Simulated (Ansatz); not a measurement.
# C2H2Cl3F3HfO: a ladder of functionals and wavefunction methods

The task here is to estimate one member of a computed series from the others.

The runs use Ansatz 0.2.0, Gaussian basis; functionals in def2-TZVPP, the program's frozen cores in correlated methods.

Plan: LDA (SPW92), PBE-D4, revPBE-D4, BLYP-D4, r2SCAN-D4, B97M-V, PBE0-D4, B3LYP-D4, r2SCANh-D4, r2SCAN0-D4, HSE06-D4, BHLYP-D4, CAM-B3LYP-D4, LC-ωPBE, ωB97X-V, ωB97M-V, B2PLYP, PBE-QIDH; CCSD(T)/def2-SVP; CCSD(T)/def2-TZVPP; MP2/def2-QZVPP; extrapolation to the limit; RPA on PBE.

## Structure used throughout

The geometry comes from an earlier relaxation with PBE0-D4 in a triple-zeta def2 set; it is a stationary point, not always the lowest conformer. Hf takes the def2 core potential; no spin-orbit term is included.

SMILES `FC(F)(F)C[O][Hf]([Cl])([Cl])[Cl]`, 12 atoms, charge 0, spin multiplicity 1.

Atoms are counted from 1 here; the program's logs count them from 0.

Bond lengths: F1–C2 1.335 Å, C2–F3 1.336 Å, C2–F4 1.335 Å, C2–C5 1.517 Å, C5–O6 1.380 Å, C5–H11 1.094 Å, C5–H12 1.094 Å, O6–Hf7 1.890 Å, Hf7–Cl8 2.335 Å, Hf7–Cl9 2.330 Å, Hf7–Cl10 2.335 Å. Angles: F1–C2–F3 108.1°, F1–C2–F4 107.6°, F1–C2–C5 111.6°, F3–C2–F4 108.1°, F3–C2–C5 109.6°, F4–C2–C5 111.6°, C2–C5–O6 110.6°, C2–C5–H11 107.8°, C2–C5–H12 107.8°, O6–C5–H11 110.8°, O6–C5–H12 110.8°, H11–C5–H12 109.0°, C5–O6–Hf7 173.5°, O6–Hf7–Cl8 108.2°, O6–Hf7–Cl9 109.3°, O6–Hf7–Cl10 108.2°, Cl8–Hf7–Cl9 110.4°, Cl8–Hf7–Cl10 110.2° and more.

The first run:

Input file in.yaml:

```yaml
crystal:
  periodic: [false, false, false]
  atoms:
    - {symbol: F, position_ang: [-1.898184, 0.971788, 0.602143]}
    - {symbol: C, position_ang: [-0.952753, 0.570253, 1.454264]}
    - {symbol: F, position_ang: [-1.524120, 0.371401, 2.645403]}
    - {symbol: F, position_ang: [-0.071645, 1.565034, 1.577326]}
    - {symbol: C, position_ang: [-0.287693, -0.710816, 0.987771]}
    - {symbol: O, position_ang: [0.309235, -0.528624, -0.242792]}
    - {symbol: Hf, position_ang: [1.053636, -0.077558, -1.920348]}
    - {symbol: Cl, position_ang: [3.359984, -0.428292, -1.813873]}
    - {symbol: Cl, position_ang: [0.593676, 2.157388, -2.392685]}
    - {symbol: Cl, position_ang: [0.099173, -1.463893, -3.539133]}
    - {symbol: H, position_ang: [0.453281, -0.995469, 1.740751]}
    - {symbol: H, position_ang: [-1.057589, -1.486412, 0.935174]}
basis:
  gaussian: {orbitals: def2-TZVPP}
hamiltonian: {xc: lda}
output: {orbitals: {seedname: orbitals}}
```

Started as:

```console
$ ansatz run in.yaml --threads 4 --pin off --events-out ev --progress --plain --max-ram 66560MiB --backend cuda --devices 0, --max-vram 37GiB
```

Steps of the session up to this table: LDA; PBE-D4 (GGA); revPBE-D4 (GGA); BLYP-D4 (GGA); r2SCAN-D4 (meta-GGA); B97M-V (meta-GGA); PBE0-D4 (hybrid); B3LYP-D4 (hybrid); r2SCANh-D4 (hybrid); r2SCAN0-D4 (hybrid); HSE06-D4 (hybrid); BHLYP-D4 (hybrid); CAM-B3LYP-D4 (range-separated); LC-ωPBE (range-separated); ωB97X-V (range-separated); ωB97M-V (range-separated); B2PLYP (double hybrid); PBE-QIDH (double hybrid).

One of the session's tables, all rows but one given; the rest of the session is left out.

It belongs to the step «Frontier levels by functional». 

```
  functional  HOMO (eV)  LUMO (eV)  gap (eV)
 LDA (SPW92)      -8.15      -2.62      5.53
      PBE-D4          ?          ?         ?
   revPBE-D4      -7.91      -2.26      5.65
     BLYP-D4      -7.83      -2.21      5.62
   r2SCAN-D4      -8.38      -2.21      6.17
      B97M-V      -8.46      -2.14      6.32
     PBE0-D4      -9.43      -1.56      7.87
    B3LYP-D4      -9.13      -1.75      7.38
  r2SCANh-D4      -8.92      -1.91      7.01
  r2SCAN0-D4      -9.70      -1.45      8.24
    HSE06-D4      -9.03      -1.94      7.09
    BHLYP-D4     -10.67      -0.57     10.10
CAM-B3LYP-D4     -10.76      -0.45     10.32
     LC-ωPBE     -12.21       0.70     12.91
     ωB97X-V     -11.82       0.61     12.44
     ωB97M-V     -11.64       0.54     12.19
```

Estimate the missing values for PBE-D4.

As computed: HOMO (eV): -7.98; LUMO (eV): -2.36; gap (eV): 5.62. In the column «HOMO (eV)» it lies between LDA (SPW92) (-8.15) and revPBE-D4 (-7.91).
